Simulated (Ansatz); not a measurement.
**C2H8AlFS: basis-set convergence**

The task here is to estimate one member of a computed series from the others.

Program: Ansatz 0.2.0, Gaussian basis. Level of theory: one geometry, several basis sets. These are calculated values, not measurements.

Levels to be run: PBE0-D4/def2-SVP; ωB97M-V/def2-SVP; PBE0-D4/def2-QZVPP; ωB97M-V/def2-QZVPP; the functionals' def2-TZVPP values are taken from earlier runs.

## The geometry

The geometry comes from an earlier relaxation with PBE0-D4 in a triple-zeta def2 set; it is a stationary point, not always the lowest conformer.

13 atoms, charge 0, spin multiplicity 1.

Atoms are counted from 1 here; the program's logs count them from 0.

Bond lengths: C1–Al2 1.958 Å, C1–H6 1.095 Å, C1–H7 1.094 Å, C1–H8 1.096 Å, Al2–C3 1.953 Å, Al2–F4 1.679 Å, Al2–S5 2.608 Å, C3–H9 1.095 Å, C3–H10 1.095 Å, C3–H11 1.094 Å, S5–H12 1.344 Å, S5–H13 1.344 Å. Angles: Al2–C1–H6 112.1°, Al2–C1–H7 112.6°, Al2–C1–H8 110.7°, H6–C1–H7 107.9°, H6–C1–H8 106.5°, H7–C1–H8 106.7°, C1–Al2–C3 122.9°, C1–Al2–F4 115.7°, C1–Al2–S5 100.1°, C3–Al2–F4 116.5°, C3–Al2–S5 101.1°, F4–Al2–S5 90.2°, Al2–C3–H9 111.0°, Al2–C3–H10 111.9°, Al2–C3–H11 112.2°, H9–C3–H10 106.7°, H9–C3–H11 107.0°, H10–C3–H11 107.7° and more.

The first run:

Input file in.yaml:

```yaml
crystal:
  periodic: [false, false, false]
  atoms:
    - {symbol: C, position_ang: [-1.372987, -1.015513, 0.485659]}
    - {symbol: Al, position_ang: [-0.115884, 0.043407, -0.577681]}
    - {symbol: C, position_ang: [1.701886, -0.550438, -0.973218]}
    - {symbol: F, position_ang: [-0.808024, 1.117281, -1.666944]}
    - {symbol: S, position_ang: [0.343924, 2.006202, 1.076750]}
    - {symbol: H, position_ang: [-0.913069, -1.406314, 1.399618]}
    - {symbol: H, position_ang: [-2.262894, -0.447264, 0.773266]}
    - {symbol: H, position_ang: [-1.724427, -1.884334, -0.081654]}
    - {symbol: H, position_ang: [1.697139, -1.373480, -1.695991]}
    - {symbol: H, position_ang: [2.215134, -0.919978, -0.079323]}
    - {symbol: H, position_ang: [2.314067, 0.247931, -1.402462]}
    - {symbol: H, position_ang: [-0.746269, 2.644598, 0.618249]}
    - {symbol: H, position_ang: [-0.308295, 1.503203, 2.138432]}
basis:
  gaussian: {orbitals: def2-SVP}
hamiltonian: {xc: pbe0, dispersion: d4}
output: {orbitals: {seedname: orbitals}}
```

Started as:

```
$ ansatz run in.yaml --threads 4 --pin off --events-out ev --progress --plain --max-ram 10444MiB
```

Among the steps run: PBE0-D4 in def2-SVP; ωB97M-V in def2-SVP; PBE0-D4 in def2-QZVPP; ωB97M-V in def2-QZVPP.

One table of the session follows, with a row left open; its other results are not shown here.

It belongs to the step «Functionals by basis». 

| functional | basis | HOMO (eV) | LUMO (eV) |
| --- | --- | --- | --- |
| PBE0-D4 | def2-SVP | -7.28 | -0.08 |
| PBE0-D4 | def2-TZVPP | ? | ? |
| PBE0-D4 | def2-QZVPP | -7.37 | -0.62 |
| ωB97M-V | def2-SVP | -9.52 | 1.93 |
| ωB97M-V | def2-TZVPP | -9.60 | 1.44 |
| ωB97M-V | def2-QZVPP | -9.62 | 0.88 |

Estimate the missing values for PBE0-D4, def2-TZVPP.

The run gave: HOMO (eV): -7.35; LUMO (eV): -0.54. In the column «HOMO (eV)» it lies between PBE0-D4, def2-QZVPP (-7.37) and PBE0-D4, def2-SVP (-7.28).
